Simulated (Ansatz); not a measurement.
# H6O3Si2: the cost of one run

Program: Ansatz 0.2.0. Level of theory: RKS B3LYP-D4/STO-3G. These are calculated values, not measurements.

## Step 1: The structure to begin with

Bond lengths: Si1–Si2 2.220 Å, Si2–H3 1.460 Å, Si2–H4 1.460 Å, Si2–H5 1.460 Å, Si1–O6 1.680 Å, O6–H7 1.010 Å, Si1–O8 1.679 Å, O8–H9 1.010 Å, Si1–O10 1.679 Å, O10–H11 1.010 Å. Angles (14 of 15 angles, heavy atoms first): Si2–Si1–O6 109.4°, Si2–Si1–O8 109.5°, Si2–Si1–O10 109.5°, O6–Si1–O8 109.5°, O6–Si1–O10 109.5°, O8–Si1–O10 109.5°, Si1–Si2–H3 109.5°, Si1–Si2–H4 109.5°, Si1–Si2–H5 109.5°, Si1–O6–H7 109.5°, Si1–O8–H9 109.5°, Si1–O10–H11 109.5°, H3–Si2–H4 109.4°, H3–Si2–H5 109.4°.

Coordinates:

```xyz
11

Si    0.0000    0.0000    0.0000
Si    0.0000    0.0000    2.2200
H    -1.3148   -0.4067    2.7074
H     1.0096   -0.9353    2.7074
H     0.3052    1.3420    2.7074
O     1.5842    0.0000   -0.5594
H     1.9006   -0.9521   -0.6761
O    -0.7913    1.3709   -0.5594
H    -1.7491    1.1401   -0.7818
O    -0.7913   -1.3709   -0.5594
H    -1.2459   -1.8365    0.2129
```

## Step 2: Relaxing the start

input.yaml reads:

```yaml
crystal:
  periodic: [false, false, false]
  atoms:
    - { symbol: Si, position_ang: [0.0, 0.0, 0.0] }
    - { symbol: Si, position_ang: [0.0, 0.0, 2.22] }
    - { symbol: H, position_ang: [-1.3148, -0.4067, 2.7074] }
    - { symbol: H, position_ang: [1.0096, -0.9353, 2.7074] }
    - { symbol: H, position_ang: [0.3052, 1.342, 2.7074] }
    - { symbol: O, position_ang: [1.5842, 0.0, -0.5594] }
    - { symbol: H, position_ang: [1.9006, -0.9521, -0.6761] }
    - { symbol: O, position_ang: [-0.7913, 1.3709, -0.5594] }
    - { symbol: H, position_ang: [-1.7491, 1.1401, -0.7818] }
    - { symbol: O, position_ang: [-0.7913, -1.3709, -0.5594] }
    - { symbol: H, position_ang: [-1.2459, -1.8365, 0.2129] }
basis:
  gaussian: { orbitals: STO-3G }
hamiltonian:
  xc: b3lyp
  dispersion: d4
relax:
  f_tol: 0.02
  max_steps: 40
```

The run is started by

```sh
$ ansatz run input.yaml --threads 1 --pin off --max-ram 2048MiB --backend cpu --events-out ev --progress --plain --runs-dir out
```

What time and memory should one allow on 1 thread of Arm Neoverse V2, shared host?

About 50 s, with a peak of 0.11 GiB.
